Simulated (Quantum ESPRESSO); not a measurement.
# SiSe (P-6m2) in Quantum ESPRESSO: a series of runs, part 2 of 3

Quantum ESPRESSO 7.5. The steps go on from the part before.

### Step 3. Energy-loss spectrum, PBEsol (volume scaled by 1.04)

pw.in reads:

```
&CONTROL
  calculation = 'scf'
  prefix = 'pwscf'
  outdir = './tmp'
  pseudo_dir = './pseudo'
  tprnfor = .true.
  tstress = .true.
  disk_io = 'low'
  verbosity = 'high'
/
&SYSTEM
  ibrav = 0
  nat = 2
  ntyp = 2
  ecutwfc = 45
  ecutrho = 360
  nbnd = 10
  input_dft = 'pbesol'
  occupations = 'smearing'
  smearing = 'fd'
  degauss = 0.00367493
/
&ELECTRONS
  conv_thr = 4d-10
  electron_maxstep = 120
  mixing_beta = 0.1
/
ATOMIC_SPECIES
Si    28.0850 si_pbe_v1.uspp.F.UPF
Se    78.9710 se_pbe_v1.uspp.F.UPF
CELL_PARAMETERS angstrom
   3.6425106886    0.0000000000    0.0000000000
  -1.8212553443    3.1545021986    0.0000000000
   0.0000000000    0.0000000000    3.6460871413
ATOMIC_POSITIONS crystal
Si     0.6666700000    0.3333300000    0.5000000000
Se     0.0000000000    0.0000000000    0.0000000000
K_POINTS automatic
9 9 6 0 0 1
```

scf2.in reads:

```
&CONTROL
  calculation = 'scf'
  prefix = 'pwscf'
  outdir = './tmp'
  pseudo_dir = './pseudo'
  tprnfor = .true.
  tstress = .true.
  disk_io = 'low'
  verbosity = 'high'
/
&SYSTEM
  ibrav = 0
  nat = 2
  ntyp = 2
  ecutwfc = 45
  ecutrho = 360
  nbnd = 10
  input_dft = 'pbesol'
  occupations = 'smearing'
  smearing = 'fd'
  degauss = 0.00367493
/
&ELECTRONS
  conv_thr = 1d-11
  electron_maxstep = 120
  mixing_beta = 0.1
  startingpot = 'file'
  startingwfc = 'file'
/
ATOMIC_SPECIES
Si    28.0850 si_pbe_v1.uspp.F.UPF
Se    78.9710 se_pbe_v1.uspp.F.UPF
CELL_PARAMETERS angstrom
   3.6425106886    0.0000000000    0.0000000000
  -1.8212553443    3.1545021986    0.0000000000
   0.0000000000    0.0000000000    3.6460871413
ATOMIC_POSITIONS crystal
Si     0.6666700000    0.3333300000    0.5000000000
Se     0.0000000000    0.0000000000    0.0000000000
K_POINTS automatic
9 9 6 0 0 1
```

eels.in reads:

```
&LR_INPUT
  prefix = 'pwscf'
  outdir = './tmp'
  restart_step = 5000
  restart = .false.
/
&LR_CONTROL
  calculator = 'lanczos'
  approximation = 'RPA_with_CLFE'
  q1 = 0.2318894325
  q2 = 0
  q3 = 0
  itermax = 300
/
```

spectrum.in reads:

```
&LR_INPUT
  prefix = 'pwscf'
  outdir = './tmp'
  eels = .true.
  itermax0 = 300
  itermax = 20000
  extrapolation = 'osc'
  epsil = 0.02
  units = 1
  start = 0
  end = 40
  increment = 0.2
/
```

spectrum_short.in reads:

```
&LR_INPUT
  prefix = 'pwscf'
  outdir = './tmp'
  eels = .true.
  itermax0 = 200
  itermax = 20000
  extrapolation = 'osc'
  epsil = 0.02
  units = 1
  start = 0
  end = 40
  increment = 0.2
/
```

Potentials or basis: GBRV 1.5 PBE.

Run with:

```console
$ OMP_NUM_THREADS=1 pw.x -in pw.in > pw.out
$ OMP_NUM_THREADS=1 pw.x -in scf2.in > scf2.out
$ OMP_NUM_THREADS=1 turbo_eels.x -in eels.in > eels.out
$ OMP_NUM_THREADS=1 turbo_spectrum.x -in spectrum.in > spectrum.out
$ OMP_NUM_THREADS=1 turbo_spectrum.x -in spectrum_short.in > spectrum_short.out
```

pw.out:

```text
This program is part of the open-source Quantum ESPRESSO suite
     for quantum simulation of materials; please cite
         "P. Giannozzi et al., J. Phys.:Condens. Matter 21 395502 (2009);
         "P. Giannozzi et al., J. Phys.:Condens. Matter 29 465901 (2017);
         "P. Giannozzi et al., J. Chem. Phys. 152 154105 (2020);
     in publications or presentations arising from this work. More details at

     IMPORTANT: XC functional enforced from input :
     Exchange-correlation= PBESOL
                           (   1   4  10   8   0   0   0)
     Any further DFT definition will be discarded
     Please, verify this is what you really want

     Message from routine setup:
     using ibrav=0 with symmetry is DISCOURAGED, use correct ibrav instead

     G-vector sticks info
     --------------------
[... 1630 lines left out ...]
     atom    2 type  2   force =     0.00000042   -0.00000023    0.00000000
     The Hubbard contrib.    to forces
     atom    1 type  1   force =     0.00000000    0.00000000    0.00000000
     atom    2 type  2   force =     0.00000000    0.00000000    0.00000000
     The SCF correction term to forces
     atom    1 type  1   force =    -0.00000009   -0.00000012    0.00000000
     atom    2 type  2   force =     0.00000025    0.00000015   -0.00000000

     Total force =     0.000001     Total SCF correction =     0.000000
     SCF correction compared to forces is large: reduce conv_thr to get better values

     Computing stress (Cartesian axis) and pressure

          total   stress  (Ry/bohr**3)                   (kbar)     P=      -43.81
  -0.00027553   0.00000001   0.00000000          -40.53        0.00        0.00
   0.00000001  -0.00027552   0.00000000            0.00      -40.53        0.00
   0.00000000   0.00000000  -0.00034245            0.00        0.00      -50.38

     kinetic stress (kbar)   3139.09      0.00      0.00
                                0.00   3139.10      0.00
                                0.00      0.00   3056.63

     local   stress (kbar)   -578.01      0.05      0.00
                                0.05   -577.96      0.00
                                0.00      0.00  -1674.68

     nonloc. stress (kbar)   3875.09     -0.00      0.00
                               -0.00   3875.09      0.00
                                0.00      0.00   3846.21

     hartree stress (kbar)    233.61     -0.01      0.00
                               -0.01    233.61     -0.00
                                0.00     -0.00    455.34

     exc-cor stress (kbar)  12404.86     -0.00      0.00
                               -0.00  12404.86     -0.00
                                0.00     -0.00  12406.17

     corecor stress (kbar) -13956.13      0.00      0.00
                                0.00 -13956.13      0.00
                                0.00      0.00 -13952.50

     ewald   stress (kbar)  -5159.05     -0.04      0.00
                               -0.04  -5159.09      0.00
                                0.00      0.00  -4187.54

     hubbard stress (kbar)      0.00      0.00      0.00
                                0.00      0.00      0.00
                                0.00      0.00      0.00

     DFT-D   stress (kbar)      0.00      0.00      0.00
                                0.00      0.00      0.00
                                0.00      0.00      0.00

     XDM     stress (kbar)      0.00      0.00      0.00
                                0.00      0.00      0.00
                                0.00      0.00      0.00

     dft-nl  stress (kbar)      0.00      0.00      0.00
                                0.00      0.00      0.00
                                0.00      0.00      0.00

     TS-vdW  stress (kbar)      0.00      0.00      0.00
                                0.00      0.00      0.00
                                0.00      0.00      0.00

     MDB     stress (kbar)      0.00      0.00      0.00
                                0.00      0.00      0.00
                                0.00      0.00      0.00

     3D-RISM stress (kbar)      0.00      0.00      0.00
                                0.00      0.00      0.00
                                0.00      0.00      0.00

=------------------------------------------------------------------------------=
   JOB DONE.
=------------------------------------------------------------------------------=
```

eels.out:

```text
This program is part of the open-source Quantum ESPRESSO suite
     for quantum simulation of materials; please cite
         "P. Giannozzi et al., J. Phys.:Condens. Matter 21 395502 (2009);
         "P. Giannozzi et al., J. Phys.:Condens. Matter 29 465901 (2017);
         "P. Giannozzi et al., J. Chem. Phys. 152 154105 (2020);
     in publications or presentations arising from this work. More details at

[... 350 lines left out ...]
     gamma(00000300)= 22.610617
     z1=       1 -0.535267826684506E-02 -0.172473490467823E-09
     End of Lanczos iterations

     Finished linear response calculation...

     US routines

     EELS routines

=------------------------------------------------------------------------------=
   JOB DONE.
=------------------------------------------------------------------------------=
```

Wall time 11 min (1 thread of Arm Neoverse V2, shared host); peak memory 0.65 GiB.

Results:

```yaml
Free_energy: -718.2320 eV
Pressure: -4.4 GPa
Band_gap_on_the_k_mesh: none (metal or under the smearing width)
Peak_of_the_energy-loss_function: 17.6 eV
```

Energy-loss function at q = [0.4, 0.0, 0.0] (Å⁻¹, cartesian):
| energy (eV) | loss |
| --- | --- |
| 0.0 | 0.000 |
| 1.8 | 0.006 |
| 3.4 | 0.044 |
| 5.2 | 0.089 |
| 7.0 | 0.164 |
| 8.6 | 0.312 |
| 10.4 | 0.424 |
| 12.2 | 0.425 |
| 13.8 | 0.643 |
| 15.6 | 1.627 |
| 17.4 | 2.480 |
| 19.0 | 2.374 |
| 20.8 | 1.689 |
| 22.4 | 1.021 |
| 24.2 | 0.735 |
| 26.0 | 0.592 |
| 27.6 | 0.472 |
| 29.4 | 0.396 |
| 31.2 | 0.295 |
| 32.8 | 0.179 |
| 34.6 | 0.102 |
| 36.4 | 0.069 |
| 38.0 | 0.055 |
| 39.8 | 0.048 |

Caveat: the potentials were made for another functional, which shifts forces and pressure.

### Step 4. Phonons, PBE

pw.in reads:

```
&CONTROL
  calculation = 'scf'
  prefix = 'pwscf'
  outdir = './tmp'
  pseudo_dir = './pseudo'
  tprnfor = .true.
  tstress = .true.
  disk_io = 'low'
  verbosity = 'high'
/
&SYSTEM
  ibrav = 0
  celldm(1) = 8
  nat = 2
  ntyp = 2
  ecutwfc = 70
  nbnd = 10
  occupations = 'smearing'
  smearing = 'fd'
  degauss = 0.00367493
/
&ELECTRONS
  conv_thr = 4d-10
  electron_maxstep = 120
  mixing_beta = 0.5
/
ATOMIC_SPECIES
Si    28.0850 Si_ONCV_PBE-1.2.upf
Se    78.9710 Se_ONCV_PBE-1.2.upf
CELL_PARAMETERS alat
  0.8492429204068   0.0000000000000   0.0000000000000
 -0.4246214602034   0.7354648726008   0.0000000000000
  0.0000000000000   0.0000000000000   0.8500767620593
ATOMIC_POSITIONS crystal
Si     0.6666700000    0.3333300000    0.5000000000
Se     0.0000000000    0.0000000000    0.0000000000
K_POINTS automatic
6 6 6 0 0 1
```

relax.in reads:

```
&CONTROL
  calculation = 'vc-relax'
  prefix = 'pwscf'
  outdir = './tmp'
  pseudo_dir = './pseudo'
  tprnfor = .true.
  tstress = .true.
  disk_io = 'low'
  verbosity = 'high'
  nstep = 40
  forc_conv_thr = 0.0001
  etot_conv_thr = 1d-06
/
&SYSTEM
  ibrav = 0
  celldm(1) = 8
  nat = 2
  ntyp = 2
  ecutwfc = 70
  nbnd = 10
  occupations = 'smearing'
  smearing = 'fd'
  degauss = 0.00367493
/
&ELECTRONS
  conv_thr = 4d-10
  electron_maxstep = 120
  mixing_beta = 0.5
/
&IONS
  ion_dynamics = 'bfgs'
/
&CELL
  cell_dynamics = 'bfgs'
  press = 0
  press_conv_thr = 0.2
/
ATOMIC_SPECIES
Si    28.0850 Si_ONCV_PBE-1.2.upf
Se    78.9710 Se_ONCV_PBE-1.2.upf
CELL_PARAMETERS alat
  0.8492429204068   0.0000000000000   0.0000000000000
 -0.4246214602034   0.7354648726008   0.0000000000000
  0.0000000000000   0.0000000000000   0.8500767620593
ATOMIC_POSITIONS crystal
Si     0.6666700000    0.3333300000    0.5000000000
Se     0.0000000000    0.0000000000    0.0000000000
K_POINTS automatic
6 6 6 0 0 1
```

scf2.in reads:

```
&CONTROL
  calculation = 'scf'
  prefix = 'pwscf'
  outdir = './tmp'
  pseudo_dir = './pseudo'
  tprnfor = .true.
  tstress = .true.
  disk_io = 'low'
  verbosity = 'high'
/
&SYSTEM
  ibrav = 0
  celldm(1) = 8
  nat = 2
  ntyp = 2
  ecutwfc = 70
  nbnd = 10
  occupations = 'smearing'
  smearing = 'fd'
  degauss = 0.00367493
/
&ELECTRONS
  conv_thr = 1d-13
  electron_maxstep = 120
  mixing_beta = 0.5
  startingpot = 'file'
  startingwfc = 'file'
/
ATOMIC_SPECIES
Si    28.0850 Si_ONCV_PBE-1.2.upf
Se    78.9710 Se_ONCV_PBE-1.2.upf
CELL_PARAMETERS alat
  0.8552457628642  -0.0000000000000   0.0000000000000
 -0.4276228814321   0.7406645571194   0.0000000000000
  0.0000000000000   0.0000000000000   0.8400781042071
ATOMIC_POSITIONS crystal
Si     0.6666697640    0.3333295280    0.5000000000
Se     0.0000030973   -0.0000038053    0.0000000000
K_POINTS automatic
6 6 6 0 0 1
```

ph.in reads:

```
phonons of SiSe
&INPUTPH
  prefix = 'pwscf'
  outdir = './tmp'
  tr2_ph = 1d-18
  fildyn = 'dyn'
  niter_ph = 90
  alpha_mix(1) = 0.4
/
0.0000000000 0.0000000000 0.0000000000
```

dynmat.in reads:

```
&INPUT
  fildyn = 'dyn'
  asr = 'crystal'
  filout = 'dynmat.disp'
  fileig = 'dynmat.eig'
/
```

Potentials or basis: SG15 PBE 1.2.

Run with:

```console
$ OMP_NUM_THREADS=1 pw.x -in pw.in > pw.out
$ OMP_NUM_THREADS=1 pw.x -in relax.in > relax.out
$ OMP_NUM_THREADS=1 pw.x -in scf2.in > scf2.out
$ OMP_NUM_THREADS=1 ph.x -in ph.in > ph.out
$ OMP_NUM_THREADS=1 dynmat.x -in dynmat.in > dynmat.out
```

pw.out:

```text
This program is part of the open-source Quantum ESPRESSO suite
     for quantum simulation of materials; please cite
[... 9 lines left out ...]
     --------------------
     sticks:   dense  smooth     PW     G-vecs:    dense   smooth      PW
[... 712 lines left out ...]
                                0.00   3362.10      0.00
                                0.00      0.00   3245.36

     local   stress (kbar)  -1306.99      0.03     -0.00
                                0.03  -1306.94     -0.00
                               -0.00     -0.00  -2437.70

     nonloc. stress (kbar)   4236.84      0.00      0.00
                               -0.00   4236.84      0.00
                                0.00      0.00   4191.79

     hartree stress (kbar)    223.98      0.00      0.00
                                0.00    223.97      0.00
                                0.00      0.00    458.70

     exc-cor stress (kbar)  -1073.83      0.00      0.00
                                0.00  -1073.83      0.00
                                0.00      0.00  -1066.64

     corecor stress (kbar)      0.00      0.00      0.00
                                0.00      0.00      0.00
                                0.00      0.00      0.00

     ewald   stress (kbar)  -5436.01     -0.04     -0.00
                               -0.04  -5436.06     -0.00
                               -0.00     -0.00  -4412.35

     hubbard stress (kbar)      0.00      0.00      0.00
                                0.00      0.00      0.00
                                0.00      0.00      0.00

     DFT-D   stress (kbar)      0.00      0.00      0.00
                                0.00      0.00      0.00
                                0.00      0.00      0.00

     XDM     stress (kbar)      0.00      0.00      0.00
                                0.00      0.00      0.00
                                0.00      0.00      0.00

     dft-nl  stress (kbar)      0.00      0.00      0.00
                                0.00      0.00      0.00
                                0.00      0.00      0.00

     TS-vdW  stress (kbar)      0.00      0.00      0.00
                                0.00      0.00      0.00
                                0.00      0.00      0.00

     MDB     stress (kbar)      0.00      0.00      0.00
                                0.00      0.00      0.00
                                0.00      0.00      0.00

     3D-RISM stress (kbar)      0.00      0.00      0.00
                                0.00      0.00      0.00
                                0.00      0.00      0.00

=------------------------------------------------------------------------------=
   JOB DONE.
=------------------------------------------------------------------------------=
```

scf2.out:

```text
This program is part of the open-source Quantum ESPRESSO suite
     for quantum simulation of materials; please cite
         "P. Giannozzi et al., J. Phys.:Condens. Matter 21 395502 (2009);
[... 1617 lines left out ...]

     MDB     stress (kbar)      0.00      0.00      0.00
                                0.00      0.00      0.00
                                0.00      0.00      0.00

     3D-RISM stress (kbar)      0.00      0.00      0.00
                                0.00      0.00      0.00
                                0.00      0.00      0.00

=------------------------------------------------------------------------------=
   JOB DONE.
=------------------------------------------------------------------------------=
```

It took 7.8 min on 1 thread of Arm Neoverse V2, shared host; peak memory 0.09 GiB.

The run converged, but a check on its numbers failed (symmetry, net force, bounds or a known fault of this set-up), so they aren't taken as properties of the crystal.

Caveat: the k mesh is coarse; the mesh is thin for the phonons of a metal; some modes are imaginary; the response program found another number of symmetry operations than the ground-state run.

(Part 2 of 3 ends here.)
